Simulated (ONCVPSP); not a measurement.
# An ONCV potential for Tm, from input to tests

Task: generate the file, and judge it by its errors in other configurations, its logarithmic derivatives, its ghosts and its cutoff.

The numbers are computed with ONCVPSP 4.0.1 (LDA (Perdew-Wang 92), scalar-relativistic, spin-unpolarised reference atom).

## (1) The atom and the settings

Typed settings, in words:

```json
{
  "element": "thulium (Tm, Z = 69)",
  "type": "optimised norm-conserving Vanderbilt (ONCV)",
  "frozen core": "[Kr] 4d10",
  "valence charge": "23",
  "reference configuration": "4f13 5s2 5p6 6s1 (charge +1)",
  "partial waves": "5s+6s: rc 1.90 bohr, ncon 4, nbas 8, qcut 6.9 1/bohr, 2 projectors; 5p: rc 2.00 bohr, ncon 5, nbas 8, qcut 5.5 1/bohr, 2 projectors, debl 1.2 Ha; d scattering state at 0.02 Ha: rc 1.65 bohr, ncon 3, nbas 6, qcut 6.6 1/bohr, 2 projectors, debl 0.8 Ha; 4f: rc 0.65 bohr, ncon 3, nbas 6, qcut 19.6 1/bohr, local",
  "local potential": "the f channel",
  "core correction": "Teter function, fcfact 4, rcfact 1.45"
}
```

An earlier all-electron run gives the scale for the radii.

All-electron outer shells of the reference configuration (LDA (PZ), scalar-relativistic, ld1.x):

```
shell  level (eV)  outermost node (bohr)  outermost maximum (bohr)
   5s      -60.36                   0.59                      1.10
   5p      -33.85                   0.64                      1.26
   4f      -10.06                      –                      0.49
   6s       -9.45                   1.48                      3.09
   5d       -6.85                   0.72                      2.00
   6p       -5.65                   1.81                      4.02
```

## (2) Generation

The input, Tm.dat:

```
# ATOM AND REFERENCE CONFIGURATION
# atsym  z   nc   nv     iexc    psfile
  Tm 69.00    9    4  -001012      upf
#
#   n    l    f
    1    0    2.00
    2    0    2.00
    2    1    6.00
    3    0    2.00
    3    1    6.00
    3    2   10.00
    4    0    2.00
    4    1    6.00
    4    2   10.00
    4    3   13.00
    5    0    2.00
    5    1    6.00
    6    0    1.00
#
# PSEUDOPOTENTIAL AND OPTIMIZATION
# lmax
    3
#
#   l,   rc,      ep,       ncon, nbas, qcut
    0    1.90    0.00    4    8    6.90
    1    2.00    0.00    5    8    5.50
    2    1.65    0.02    3    6    6.60
    3    0.65    0.00    3    6   19.60
#
# LOCAL POTENTIAL
# lloc, lpopt,  rc(5),   dvloc0
    3    5    0.65    0.00
#
# VANDERBILT-KLEINMAN-BYLANDER PROJECTORs
# l, nproj, debl
    0    2    1.10
    1    2    1.20
    2    2    0.80
    3    0    2.30
#
# MODEL CORE CHARGE
# icmod, fcfact, rcfact
    3    4.00    1.45
#
# LOG DERIVATIVE ANALYSIS
# epsh1, epsh2, depsh
   -4.00    5.00    0.02
#
# OUTPUT GRID
# rlmax, drl
    6.00    0.01
#
# TEST CONFIGURATIONS
# ncnf
    4
# nvcnf
#   n    l    f
    4
    4    3   13.00
    5    0    2.00
    5    1    6.00
    6    0    2.00
#
    4
    4    3   13.00
    5    0    2.00
    5    1    6.00
    6    0    0.00
#
    4
    4    3   12.00
    5    0    2.00
    5    1    6.00
    6    0    0.00
#
    5
    4    3   13.00
    5    0    2.00
    5    1    6.00
    6    0    0.00
    6    1    1.00
#
```

On the command line:

```bash
$ oncvpsp.x < Tm.dat > Tm.out
```

Before running it: what results should come out? Wanted: cutoffs; bound ghosts; GHOST(+) flags; largest test error; largest phase difference near zero energy, channels read; rms error of d²Exc/dn², without and with the model core; projector energies reset by the program.

The runs gave:

```
                                                quantity                                                               value
                                                 cutoffs                                                      not determined
                                            bound ghosts  s at -1254.31 eV, s at -43.27 eV, p at -634.90 eV, d at -231.82 eV
                                          GHOST(+) flags                                                  none at low energy
                            largest test error (AE − PS)                                       +45 meV, for 4f12 5s2 5p6 6s0
largest phase difference near zero energy, channels read                                                           0.001 rad
 rms error of d²Exc/dn², without and with the model core                                                   5.62 and 2.40 mHa
                 projector energies reset by the program                             p: -1.244, 0.250 Ha; d: 0.050, 0.850 Ha
```

What this shows: It has a bound ghost (s, p, d), a state that the atom doesn't have, and that rules the file out. By total energies transferability is fair: the largest error is 45 meV on 39.1 eV, for 4f12 5s2 5p6 6s0. Near zero energy the phases of the channels with partial waves agree within 0.001 rad. The pseudo curves have a pole with no partner nearby in the atom's: s at -1.60 Ha. These are tests on the free atom; a crystal test is still owed.
